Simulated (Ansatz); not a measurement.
two structures of LaP, a comparison of enthalpies under pressure

Computed with Ansatz 0.2.0, Python API.

`transition_lap.py`:
```python
import csv
import logging
import sys
import warnings

import ansatz
import numpy as np

logging.basicConfig(stream=sys.stdout, format="%(name)s: %(message)s")
log = logging.getLogger("ansatz_job")
log.setLevel(logging.INFO)


def zincblende(a_site, b_site, a):
    return (
        ansatz.Lattice.fcc(a)
        .space_group(216)
        .atom(a_site, (0, 0, 0))
        .atom(b_site, (0.25, 0.25, 0.25))
        .primitive()
    )


def rocksalt(A, B, a):
    return ansatz.Crystal.rocksalt(A, B, a=a)


def run_phase(name, crystal, pressure=0.0):
    calc = crystal.calculation()
    calc = calc.functional("r2SCAN")
    calc = calc.basis(37 * ansatz.Ry)
    calc = calc.kpoints(spacing=0.33)
    calc = calc.occupations("fermi_dirac", width=0.05)
    calc = calc.relax(force_tolerance=0.03, max_steps=60, cell=True, pressure=pressure)
    return calc.run(threads=1, backend="cpu")


def volume_per_atom(outcome):
    return abs(np.linalg.det(outcome.lattice.cell_ang)) / len(outcome.lattice.sites)

warnings.simplefilter("ignore", ansatz.DeckWarning)

phases = {}
phases["zincblende"] = zincblende("La", "P", 6.44)
phases["rocksalt"] = rocksalt("La", "P", 6.02)

pressures = [0, 5, 10, 20]
enthalpy, volume = {name: [] for name in phases}, {name: [] for name in phases}
for p in pressures:
    for name, crystal in phases.items():
        o = run_phase(name, crystal, pressure=p)
        volume[name].append(volume_per_atom(o))
        enthalpy[name].append(o.report["energy_sigma0_ev"] / len(o.lattice.sites) + p * volume[name][-1] / 160.21766)
gap = np.array(enthalpy["rocksalt"]) - np.array(enthalpy["zincblende"])
rows = [(p, va, vb, 1000 * d) for p, va, vb, d in zip(pressures, volume["zincblende"], volume["rocksalt"], gap)]
with open("transition.csv", "w", newline="") as handle:
    writer = csv.writer(handle)
    writer.writerow(["P (GPa)", "V zincblende (A^3/atom)", "V rocksalt (A^3/atom)", "H(rocksalt) - H(zincblende) (meV/atom)"])
    writer.writerows([round(v, 4) if isinstance(v, float) else v for v in row] for row in rows)
print(open("transition.csv").read())
crossings = [p0 - g0 * (p1 - p0) / (g1 - g0) for p0, p1, g0, g1 in zip(pressures, pressures[1:], gap, gap[1:]) if g0 * g1 < 0]
print("crossing near", [round(float(p), 1) for p in crossings], "GPa") if crossings else print("no crossing in this range")
```

`python transition_lap.py` gives:
```text
P (GPa),V zincblende (A^3/atom),V rocksalt (A^3/atom),H(rocksalt) - H(zincblende) (meV/atom)
0,36.4619,28.0068,-488.5812
5,33.3862,26.4027,-727.6365
10,31.1571,25.1515,-929.6116
20,28.0127,23.2354,-1261.8668

no crossing in this range
```

What to keep in mind:
- Absolute energies stand on the zero of these potentials, so only differences at equal settings mean something.
- At a fixed pressure a relaxation lowers the enthalpy F + PV, while F alone can rise.
- For the metals among these phases the mesh is modest: differences between phases can be off by up to 40 meV an atom.
- Only these two structures are compared, at zero temperature and with their symmetry kept; either may be hypothetical, and another phase may be lower than both. Differences under about 40 meV an atom lie within the error of mesh and functional.
- The cells are prototypes set up for this calculation and needn't exist.
- It ran for 100 s on 1 thread of Arm Neoverse V2, with other jobs on the host, peak memory 0.63 GiB.

(Lines on the test bed's own set-up are left out of the output.)
